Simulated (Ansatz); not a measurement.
# triplet GaSiH3F2: levels of theory compared

Aim: a comparison of 6 runs (UHF/3-21G, U-revPBE/6-31G*, UBLYP/6-31G*, USVWN5/6-31G*, UMP2/6-31G*, UCCSD/6-31G*) of triplet GaSiH3F2. 

The calculation is run with Ansatz 0.2.0.

78 further runs of the same task are left out: 1 that didn't finish, 77 set aside as unsound or not needed. Runs told in other sessions of the task aren't counted.

### 1 The system as given

GaSiH3F2: 7 atoms, total charge 0, spin state triplet. SMILES of the parent species: `[F][Ga]([F])[SiH3]`. The shape is that of a PBE0-D4/def2-TZVP optimisation. That shape belongs to the parent species and isn't relaxed for this state.

Bond lengths: F1–Ga2 1.750 Å, Ga2–F3 1.749 Å, Ga2–Si4 2.387 Å, Si4–H5 1.483 Å, Si4–H6 1.483 Å, Si4–H7 1.484 Å. Angles: F1–Ga2–F3 110.4°, F1–Ga2–Si4 124.5°, F3–Ga2–Si4 125.2°, Ga2–Si4–H5 109.3°, Ga2–Si4–H6 108.8°, Ga2–Si4–H7 107.8°, H5–Si4–H6 110.6°, H5–Si4–H7 110.2°, H6–Si4–H7 110.0°.

### 2 The energy at UHF/3-21G (run 1)

input.yaml

```yaml
crystal:
  periodic: [false, false, false]
  atoms:
    - {symbol: F, position_ang: [0.337700, -1.716900, 2.042000]}
    - {symbol: Ga, position_ang: [0.749800, -0.872200, 0.566000]}
    - {symbol: F, position_ang: [2.304600, -1.409500, -0.029300]}
    - {symbol: Si, position_ang: [-0.636100, 0.761900, -0.486900]}
    - {symbol: H, position_ang: [0.191200, 1.594100, -1.392900]}
    - {symbol: H, position_ang: [-1.267600, 1.599600, 0.561500]}
    - {symbol: H, position_ang: [-1.679500, 0.043100, -1.260400]}
basis:
  gaussian:
    orbitals: 3-21G-spherical.json
hamiltonian:
  xc: hf
magnetization:
  spin_polarized: true
  initial_magnetization: 2
output:
  orbitals: {seedname: orbitals}
accuracy: high
```

The basis set 3-21G is read from a file made from the Basis Set Exchange's data (not shown).

The run is started by

```
$ ansatz run input.yaml --threads 1 --pin off --max-ram 3480MiB --events-out events.jsonl --progress --plain --runs-dir runs
```

The log of the run:

```text
Warning: RAYON_NUM_THREADS=1 ignored (pool sized by the plan → 1); use --threads N
Functional definition: HF
  name "HF"
  exchange = exact_x
  correlation = 0
1142 factors; integrals over basis functions are off by at most 7.3e-9 eV
mean field evaluation 1: about -65321.3407 eV, gradient 2.8e1 eV
mean field evaluation 2: about -65321.3724 eV, gradient 2.8e1 eV
mean field evaluation 4: about -65325.0491 eV, gradient 2.1e0 eV
mean field evaluation 8: about -65325.1563 eV, gradient 2.3e-1 eV
mean field evaluation 16: about -65325.6588 eV, gradient 4.6e0 eV
mean field evaluation 32: about -65325.8658 eV, gradient 4.9e-1 eV
mean field evaluation 64: about -65325.3129 eV, gradient 7.4e-1 eV
mean field evaluation 96: about -65323.7047 eV, gradient 1.8e0 eV
mean field evaluation 128: about -65322.3412 eV, gradient 2.9e0 eV
mean field evaluation 160: about -65325.1555 eV, gradient 9.3e-4 eV
mean field evaluation 192: about -65322.7158 eV, gradient 1.5e1 eV
mean field -65325.93964262 eV, -2400.6840023539 hartree, gradient 5.0e-8 eV, S^2 2.005974; 6 other end points of the search recorded, 0 dependent functions left out
reference -65325.93964262 eV, -2400.6840023539 hartree; 34, 32 occupied and 25, 27 virtual orbitals, 1142 factors
Total energy: -65325.93964262 eV, -2400.6840023539 hartree
```

Wall time 13 s (1 thread of Arm Neoverse N1, shared host); peak memory 0.2 GiB.

### 3 The energy at U-revPBE/6-31G(d) (spherical functions) (run 2)

molecule.yaml

```yaml
crystal:
  periodic: [false, false, false]
  atoms:
    - {symbol: F, position_ang: [0.337700, -1.716900, 2.042000]}
    - {symbol: Ga, position_ang: [0.749800, -0.872200, 0.566000]}
    - {symbol: F, position_ang: [2.304600, -1.409500, -0.029300]}
    - {symbol: Si, position_ang: [-0.636100, 0.761900, -0.486900]}
    - {symbol: H, position_ang: [0.191200, 1.594100, -1.392900]}
    - {symbol: H, position_ang: [-1.267600, 1.599600, 0.561500]}
    - {symbol: H, position_ang: [-1.679500, 0.043100, -1.260400]}
basis:
  gaussian:
    orbitals: 6-31G_st_-spherical.json
hamiltonian:
  xc: {name: revPBE}
magnetization:
  spin_polarized: true
  initial_magnetization: 2
output: {orbitals: {seedname: orbitals}}
accuracy: high
```

The basis set 6-31G* is read from a file made from the Basis Set Exchange's data (not shown).

The run is started by

```
$ ansatz run molecule.yaml --threads 1 --pin off --max-ram 3480MiB --events-out events.jsonl --progress --plain --runs-dir runs
```

The log of the run:

```text
Warning: RAYON_NUM_THREADS=1 ignored (pool sized by the plan → 1); use --threads N
Functional definition: revPBE
  name "revPBE"
  parameter kappa = 1.245
  parameter beta = 0.06672455060314922
  exchange = pbe_x(kappa = kappa, mu = beta*pi^2/3)
  correlation = pbe_c(beta = beta)
1770 factors; integrals over basis functions are off by at most 5.7e-9 eV
mean field evaluation 1: about -65715.4156 eV, gradient 3.8e1 eV
mean field evaluation 2: about -65666.1616 eV, gradient 1.2e2 eV
mean field evaluation 4: about -65718.9769 eV, gradient 1.4e1 eV
mean field evaluation 8: about -65719.8688 eV, gradient 9.0e-2 eV
mean field evaluation 16: about -65719.8550 eV, gradient 1.7e-4 eV
mean field evaluation 32: about -65718.1350 eV, gradient 4.6e0 eV
mean field evaluation 64: about -65719.1850 eV, gradient 3.6e0 eV
mean field -65719.85503081 eV, -2415.1601258644 hartree, gradient 2.1e-8 eV, S^2 2.002486; 6 other end points of the search recorded, 0 dependent functions left out
reference -65719.85503689 eV, -2415.1601260881 hartree; 34, 32 occupied and 50, 52 virtual orbitals, 1770 factors
Total energy: -65719.85503689 eV, -2415.1601260881 hartree
```

Run time: 34 s. Hardware: 1 thread of Arm Neoverse N1, shared host; peak memory 0.28 GiB.

Runs 3 to 5 aren't shown in full; the table further down has their settings and results.

### 4 The energy at UCCSD/6-31G(d) (spherical functions) (run 6)

run.yaml

```yaml
crystal:
  periodic: [false, false, false]
  atoms:
    - symbol: F
      position_ang: [0.337700, -1.716900, 2.042000]
    - symbol: Ga
      position_ang: [0.749800, -0.872200, 0.566000]
    - symbol: F
      position_ang: [2.304600, -1.409500, -0.029300]
    - symbol: Si
      position_ang: [-0.636100, 0.761900, -0.486900]
    - symbol: H
      position_ang: [0.191200, 1.594100, -1.392900]
    - symbol: H
      position_ang: [-1.267600, 1.599600, 0.561500]
    - symbol: H
      position_ang: [-1.679500, 0.043100, -1.260400]
basis:
  gaussian: {orbitals: 6-31G_st_-spherical.json}
magnetization: {spin_polarized: true, initial_magnetization: 2}
correlation: {method: ccsd, frozen_orbitals: {F: 1, Ga: 9, H: 0, Si: 5}}
accuracy: high
scf: {omitted_lower_state_checks: [cluster_reference, increment]}
```

The basis set 6-31G* is read from a file made from the Basis Set Exchange's data (not shown).

The run is started by

```
$ ansatz run run.yaml --threads 1 --pin off --max-ram 3480MiB --events-out events.jsonl --progress --plain --runs-dir runs
```

The log of the run, shortened:

```text
Warning: RAYON_NUM_THREADS=1 ignored (pool sized by the plan → 1); use --threads N
Functional definition: HF
  name "HF"
[...]
1770 factors; integrals over basis functions are off by at most 5.7e-9 eV
[...]
mean field -65644.62405119 eV, -2412.3954383568 hartree, gradient 2.5e-8 eV, S^2 2.006270; 6 other end points of the search recorded, 0 dependent functions left out
16 core orbitals not correlated: weight in the atoms' cores, before any rotation towards them, 1.000 or more for the frozen orbitals, at most 0.000 for the correlated occupied ones
reference -65644.62405119 eV, -2412.3954383568 hartree; 18, 16 occupied and 50, 52 virtual orbitals, 1770 factors
second order -17.73802421 eV of doubles, -0.00000000 eV of singles
cycle   1  -17.16405496 eV  change    5.7e-1 eV  update   1.4e-1
[...]
cycle  34  -17.94242714 eV  change    2.3e-9 eV  update   3.7e-9
Total energy: -65662.56647833 eV, -2413.0548103925 hartree
Checks for a lower state left out: cluster_reference, increment
```

Run time: 2.2 min. Hardware: 1 thread of Arm Neoverse N1, shared host; peak memory 0.75 GiB.

### 5 All runs side by side

```tsv
run	level	frozen core orbitals	energy (Eh)	HOMO energy (eV)	⟨S²⟩	wall time
1	UHF/3-21G	–	-2400.684002	-5.37	2.006	13 s
2	U-revPBE/6-31G* (spherical functions)	–	-2415.160126	-2.90	2.002	34 s
3	UBLYP/6-31G* (spherical functions)	–	-2415.468650	-2.64	2.002	33 s
4	USVWN5/6-31G* (spherical functions)	–	-2409.954397	-2.92	2.001	18 s
5	UMP2/6-31G* (spherical functions)	16	-2413.047299	–	2.006	24 s
6	UCCSD/6-31G* (spherical functions)	16	-2413.054810	–	2.006	2.2 min
```

### 6 Outcome

| quantity | value |
| --- | --- |
| run 6: total energy | -2413.05481 Eh |
| run 6: correlation energy (16 core orbitals frozen) | -659.4 mEh |
| run 6: ⟨S²⟩ of the reference determinant | 2.006 |
| run 6: T1 diagnostic | 0.021 |

**Reading.** Totals of different functionals can't be ranked against each other. All runs together took 4.3 min, the longest 2.2 min.
